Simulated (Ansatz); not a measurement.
**GeH₅ (doublet): the correlation ladder at distance H1–H2 along a hydrogen transfer = 1.006 Å, cc-pVTZ**

One table from this session's results is given with a row withheld; the runs are named, their logs left out.

Program: Ansatz 0.2.0, Gaussian basis. Level of theory: cc-pVTZ, core rule «outside noble gas», up to 14 orbitals frozen. These are calculated values, not measurements.

Plan: UHF; CCSD(T) on ROHF; CCSD(T) on UHF; BCCD(T) on ROHF; CISD; CCSDT(Q) on ROHF; CCSDT(Q) on UHF; CASSCF and NEVPT2, 3 electrons in 3 orbitals; CASSCF and NEVPT2, 9 electrons in 9 orbitals.

### The geometry

The geometry derives from fragments relaxed apart (PBE0/def2-TZVP) and kept rigid, so it is no stationary point. A hydrogen atom is moved between rigid fragments. No spin-orbit coupling is included. The filled d shell of Ge may be among the frozen orbitals whatever the setting's name suggests; the logs give the count.

6 atoms, charge 0, spin multiplicity 2.

Atoms are counted from 1 here; the program's logs count them from 0.

Bond lengths: H2–Ge3 1.879 Å, Ge3–H4 1.539 Å, Ge3–H5 1.539 Å, Ge3–H6 1.539 Å. Angles: H2–Ge3–H4 107.7°, H2–Ge3–H5 107.7°, H2–Ge3–H6 107.7°, H4–Ge3–H5 111.2°, H4–Ge3–H6 111.2°, H5–Ge3–H6 111.2°.

Set-up of the first run:

in.yaml

```yaml
crystal:
  periodic: [false, false, false]
  atoms:
    - {symbol: H, position_ang: [-2.841428, 0.000000, -0.000001]}
    - {symbol: H, position_ang: [-1.835428, 0.000000, -0.000001]}
    - {symbol: Ge, position_ang: [0.043572, 0.000000, 0.000000]}
    - {symbol: H, position_ang: [0.512240, -1.465915, 0.000000]}
    - {symbol: H, position_ang: [0.512241, 0.732957, -1.269519]}
    - {symbol: H, position_ang: [0.512240, 0.732957, 1.269520]}
basis:
  gaussian: {orbitals: cc-pVTZ}
magnetization: {spin_polarized: true, initial_magnetization: 1}
hamiltonian: {xc: hf}
output: {orbitals: {seedname: orbitals}}
```

Command:

```sh
$ ansatz run in.yaml --threads 1 --pin off --events-out ev --progress --plain --max-ram 2816MiB --backend cpu
```

Among the steps run: UHF; CCSD(T) on ROHF; CCSD(T) on UHF; BCCD(T) on ROHF; CISD; CCSDT(Q) on ROHF; CCSDT(Q) on UHF; CASSCF and NEVPT2, 3 electrons in 3 orbitals; CASSCF and NEVPT2, 9 electrons in 9 orbitals.

One of the session's tables, all rows but one given; the rest of the session is left out.

It belongs to the step «Misses and costs». 

| method | from UCCSDT(Q) (meV) |
| --- | --- |
| ROHF | +5401.6 |
| UHF | +5160.0 |
| RMP2 | +1061.6 |
| UMP2 | +1089.7 |
| CISD | +488.1 |
| RCCSD | +153.8 |
| UCCSD | +147.6 |
| RCCSD(T) | +29.1 |
| UCCSD(T) | +27.8 |
| BCCD(T) | +29.4 |
| RCCSDT | +6.4 |
| UCCSDT | +3.5 |
| RCCSDT(Q) | +3.0 |
| UCCSDT(Q) | 0 |
| CASSCF pair | +4680.2 |
| NEVPT2 pair | +998.9 |
| CASSCF valence | +3427.2 |
| NEVPT2 valence | ? |

**Question.** Estimate the row for NEVPT2 valence.

As computed: from UCCSDT(Q) (meV): +952.8. In the column «from UCCSDT(Q) (meV)» it lies between CISD (+488.1) and NEVPT2 pair (+998.9).

Caveats from the session: Restricted and unrestricted rows rest on different reference determinants; where their highest levels disagree by more than a few hundredths of an eV, they describe different states and don't form one ladder.
